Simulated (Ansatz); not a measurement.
**Ta3AsAu2O13: relaxation of cell and atoms with PBE+D3(BJ)-ATM**

Ta3AsAu2O13:

```
CELL_PARAMETERS angstrom
6.43030 -1.94333 -0.00483
6.43030 1.94333 -0.00483
-2.54785 0.00000 10.68617
ATOMIC_POSITIONS crystal
Ta 0.42174 0.42174 0.35289
Ta 0.60514 0.60514 0.67616
Ta 0.33575 0.33575 0.98865
As 0.62199 0.62199 0.00347
Au 0.71608 0.71608 0.34780
Au 0.30523 0.30523 0.63263
O 0.69967 0.69967 0.15479
O 0.56266 0.56266 0.34673
O 0.27377 0.27377 0.44492
O 0.32994 0.32994 0.81777
O 0.48263 0.48263 0.55126
O 0.75351 0.75351 0.62745
O 0.36278 0.36278 0.18289
O 0.87969 0.87969 0.36594
O 0.57427 0.57427 0.83568
O 0.11671 0.11671 0.67068
O 0.49325 0.49325 0.03078
O 0.16601 0.16601 0.98717
O 0.79918 0.79918 0.98234
```

The cell was built by a generator and needn't be a form met in nature.

```
Program             : Ansatz 0.2.0
Task                : relaxation of cell and atoms
Functional          : PBE
Dispersion          : D3(BJ)-ATM
Potentials or basis : Ansatz PAW
Cutoff              : 420 eV (not typed: the program's choice for these potentials)
k mesh              : 5 × 5 × 2
Occupations         : fermi-dirac, width 0.05 eV
Spin                : no spin polarisation
```

```yaml
Relaxed_volume: 13.82 Å³/atom
Relaxed_cell: a = 6.664 Å, b = 6.664 Å, c = 10.933 Å, α = 102.87°, β = 102.87°, γ = 33.80°
Space_group_after_relaxing_to_0.05_Å: Cm (No. 8)
Energy_gained_by_relaxing: 1.4 meV/atom
Ionic_steps: 12
Pressure_after_relaxing: 0.0 GPa
Largest_force_after_relaxing: 0.007 eV/Å
Band_gap_on_the_k_mesh: none (metal or under the smearing width)
```

Forces in eV/Å, atoms in the order of the input:
```
Ta  -0.002  0.000  0.002
Ta   0.001  0.000  0.001
Ta   0.003  0.000 -0.001
As   0.006  0.000  0.005
Au   0.000  0.000  0.001
Au  -0.001  0.000 -0.002
O   -0.001  0.000 -0.003
O    0.001  0.000  0.000
O    0.000  0.000  0.000
O    0.000  0.000  0.003
O   -0.001  0.000 -0.001
O   -0.001  0.000  0.000
O    0.001  0.000 -0.001
O    0.000  0.000 -0.001
O    0.000  0.000 -0.002
O    0.000  0.000  0.000
O   -0.002  0.000  0.001
O   -0.001  0.000  0.000
O   -0.004  0.000  0.000
```

Step by step:
| step | energy change (eV) | largest force (eV/Å) | volume (Å³) |
| --- | --- | --- | --- |
| 1 | 0.0000 | 0.0352 | 267.03 |
| 2 | -0.0336 | 0.1075 | 263.46 |
| 3 | -0.0352 | 0.0567 | 263.44 |
| 4 | -0.0369 | 0.0539 | 263.27 |
| 5 | -0.0390 | 0.0619 | 262.95 |
| 6 | -0.0400 | 0.0341 | 262.85 |
| 7 | -0.0402 | 0.0279 | 262.84 |
| 8 | -0.0401 | 0.0097 | 262.87 |
| 9 | -0.0257 | 0.0096 | 262.87 |
| 10 | -0.0272 | 0.0177 | 262.48 |
| 11 | -0.0267 | 0.0075 | 262.62 |
| 12 | -0.0260 | 0.0075 | 262.62 |

Final structure:
```yaml
crystal:
  lattice:
    - [6.37590, -1.93700, -0.00808]
    - [6.37590, 1.93700, -0.00808]
    - [-2.53173, 0.00000, 10.63536]
  atoms:
    - { symbol: Ta, position: [0.42120, 0.42120, 0.35265] }
    - { symbol: Ta, position: [0.60674, 0.60674, 0.67765] }
    - { symbol: Ta, position: [0.33457, 0.33457, 0.98887] }
    - { symbol: As, position: [0.62181, 0.62181, 0.00334] }
    - { symbol: Au, position: [0.71608, 0.71608, 0.34701] }
    - { symbol: Au, position: [0.30788, 0.30788, 0.63325] }
    - { symbol: O, position: [0.70116, 0.70116, 0.15499] }
    - { symbol: O, position: [0.56213, 0.56213, 0.34318] }
    - { symbol: O, position: [0.27497, 0.27497, 0.44545] }
    - { symbol: O, position: [0.33232, 0.33232, 0.81853] }
    - { symbol: O, position: [0.48484, 0.48484, 0.55037] }
    - { symbol: O, position: [0.75587, 0.75587, 0.62811] }
    - { symbol: O, position: [0.35996, 0.35996, 0.18201] }
    - { symbol: O, position: [0.88052, 0.88052, 0.36612] }
    - { symbol: O, position: [0.57112, 0.57112, 0.83553] }
    - { symbol: O, position: [0.11855, 0.11855, 0.67351] }
    - { symbol: O, position: [0.49295, 0.49295, 0.03405] }
    - { symbol: O, position: [0.16356, 0.16356, 0.98631] }
    - { symbol: O, position: [0.79379, 0.79379, 0.97908] }
```

Levels at points of the mesh, in eV from the Fermi level:
```tsv
k point	band 82	band 83	band 84	band 85	band 86	band 87	band 88	band 89
(0.00, 0.00, 0.00)	-0.84	-0.74	-0.62	-0.04	0.17	0.67	1.73	2.52
(0.00, 0.00, -0.50)	-0.84	-0.82	-0.75	-0.04	0.13	0.66	1.88	2.52
```

It took 2.5 min on 8 threads of Arm Neoverse V1, with other jobs on the host, peak memory 1.6 GiB.

Caveat: the plane-wave basis is chosen anew once the cell has moved, so the energies of steps on either side of that aren't comparable; the pressure holds a Pulay correction of +0.6 GPa for the finite cutoff; pairwise dispersion overbinds metals, which lowers pressure and volume. The run has no spin-orbit coupling, so splittings on Au, Ta are missing.
